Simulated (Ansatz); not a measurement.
**Be (Beryllium): properties at the relaxed cell**

The task here is to estimate one member of a computed series from the others.

Method: DFT PBE+D3(BJ), scalar-relativistic, plane waves, PAW, in Ansatz 0.2.0.

2 further runs of the same task are left out: 2 set aside as unsound or not needed.

## The starting structure

The structure is hexagonal, space group P6_3/mmc (No. 194). The conventional cell has a = 2.214 Å, b = 2.214 Å, c = 3.500 Å, α = 90.00°, β = 90.00°, γ = 120.00°. Be (site symmetry -6m2) has 12 Be at 2.17 to 2.21 Å as nearest neighbours.

Structure file:

```
CELL_PARAMETERS angstrom
2.21422 0.00000 0.00000
-1.10711 1.91757 0.00000
0.00000 0.00000 3.50000
ATOMIC_POSITIONS crystal
Be 0.33333 0.66667 0.25000
Be 0.66667 0.33333 0.75000
```

This cell was relaxed beforehand with the same method: volume 7.43 Å³/atom, gap on the mesh none (metal).

Set-up of the first run:

Input file input.yaml:

```yaml
crystal:
  lattice:
    - [2.2142215394, 0.0, 0.0]
    - [-1.1071107697, 1.9175721027, 0.0]
    - [0.0, 0.0, 3.5000027207]
  atoms:
    - { symbol: Be, position: [0.3333333333, 0.6666666667, 0.25] }
    - { symbol: Be, position: [0.6666666667, 0.3333333333, 0.75] }
basis:
  ecutwfc: 420
kpoints:
  mp_grid: { grid: [21, 21, 12] }
  band_path:
    path:
      - [[0.0, 0.0, 0.0], [0.5, 0.0, 0.0], [0.33333333, 0.33333333, 0.0], [0.0, 0.0, 0.0], [0.0, 0.0, 0.5], [0.5, 0.0, 0.5], [0.33333333, 0.33333333, 0.5], [0.0, 0.0, 0.5]]
      - [[0.5, 0.0, 0.5], [0.5, 0.0, 0.0]]
      - [[0.33333333, 0.33333333, 0.5], [0.33333333, 0.33333333, 0.0]]
    npoints: 14
hamiltonian:
  xc: pbe
  dispersion: d3bj
scf:
  occupations: { method: gaussian, width: 0.1 }
  n_extra_bands: 6
output:
  forces: true
  stress: true
  eigenvalues: true
  populations: true
  dos: { projected: true, de: 0.02, nscf_kmesh: { grid: [32, 32, 18] } }
  bader: true
  write_density: true
  write_potential: true
  elf: true
  volumetric_format: npy
```

Started as:

```bash
> ansatz run input.yaml --threads 1 --pin off --max-ram 2560MiB --backend cpu --events-out ev --progress --plain --runs-dir out
```

Among the steps run: Bands, states and charges; Relaxing with PBEsol; The cell under LDA; Relaxing with PBE.

One of the session's tables, all rows but one given; the rest of the session is left out.

It belongs to the step «Relaxed cells side by side». 

| functional | a (Å) | b (Å) | c (Å) | volume (Å³/atom) |
| --- | --- | --- | --- | --- |
| PBE+D3(BJ) | 2.214 | 2.214 | 3.500 | 7.43 |
| PBEsol | ? | ? | ? | ? |
| LDA | 2.226 | 2.226 | 3.516 | 7.55 |
| PBE | 2.263 | 2.263 | 3.567 | 7.91 |

**Question.** Estimate the row for PBEsol.

**Answer.** a (Å): 2.255; b (Å): 2.255; c (Å): 3.558; volume (Å³/atom): 7.83. In the column «a (Å)» it lies between LDA (2.226) and PBE (2.263).
